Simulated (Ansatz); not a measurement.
# H5Sb: the cost of one run

The runs use Ansatz 0.2.0, Gaussian basis; PBE0-D4 structure, single points in def2-TZVPPD.

Levels: PBE-D4, revPBE-D4, BLYP-D4, r2SCAN-D4, B97M-V, PBE0-D4, B3LYP-D4, HSE06-D4, wB97X-V, wB97M-V, B2PLYP, Hartree-Fock, MP2, CCSD, CCSD(T). The reference is CCSD(T) extrapolated to the basis limit. For elements past Ar these valence bases correlate outer-core shells poorly, so that limit is rough.

Cores are frozen in the correlated methods. Filled d shells of the heavier atoms are correlated. Core potentials replace the inner electrons past krypton, and spin-orbit coupling is left out. B3LYP uses VWN-RPA correlation. B2PLYP carries no dispersion term here.

177 further runs of the same task are left out: 1 that didn't finish, 176 set aside as unsound or not needed.

## (1) The starting structure

The pair, from a GFN2-xTB docking trial: 6 atoms, charge 0, spin multiplicity 1.

Atoms are counted from 1 here; the program's logs count them from 0.

Bond lengths: H1–H2 0.791 Å, Sb3–H4 1.688 Å, Sb3–H5 1.691 Å, Sb3–H6 1.688 Å. Angles: H4–Sb3–H5 89.1°, H4–Sb3–H6 89.1°, H5–Sb3–H6 88.9°.

Coordinates:

```
H     0.0102   -0.1713   -1.5259
H     0.0413   -0.1102   -2.3143
Sb   -0.0077    0.2448    1.6830
H    -0.7681    1.1248    0.4600
H    -0.6241   -1.1773    1.0071
H     1.3484    0.0893    0.6901
```

Atoms 1 to 2 are fragment A (H2), the rest fragment B (SbH3).

## (2) A first relaxation in a small basis

Contents of pre/in.yaml:

```yaml
crystal:
  periodic: [false, false, false]
  atoms:
    - {symbol: H, position_ang: [0.010200, -0.171300, -1.525900]}
    - {symbol: H, position_ang: [0.041300, -0.110200, -2.314300]}
    - {symbol: Sb, position_ang: [-0.007700, 0.244800, 1.683000]}
    - {symbol: H, position_ang: [-0.768100, 1.124800, 0.460000]}
    - {symbol: H, position_ang: [-0.624100, -1.177300, 1.007100]}
    - {symbol: H, position_ang: [1.348400, 0.089300, 0.690100]}
basis:
  gaussian: {orbitals: def2-SVP}
hamiltonian: {xc: pbe, dispersion: d4}
relax: {f_tol: 0.03, max_steps: 250}
```

On the command line:

```console
> ansatz run in.yaml --threads 2 --pin off --events-out ev --progress --plain --max-ram 5222MiB
```

**Question.** How long does this run take on 2 threads of Arm Neoverse V2, shared host?

About 1.9 s.
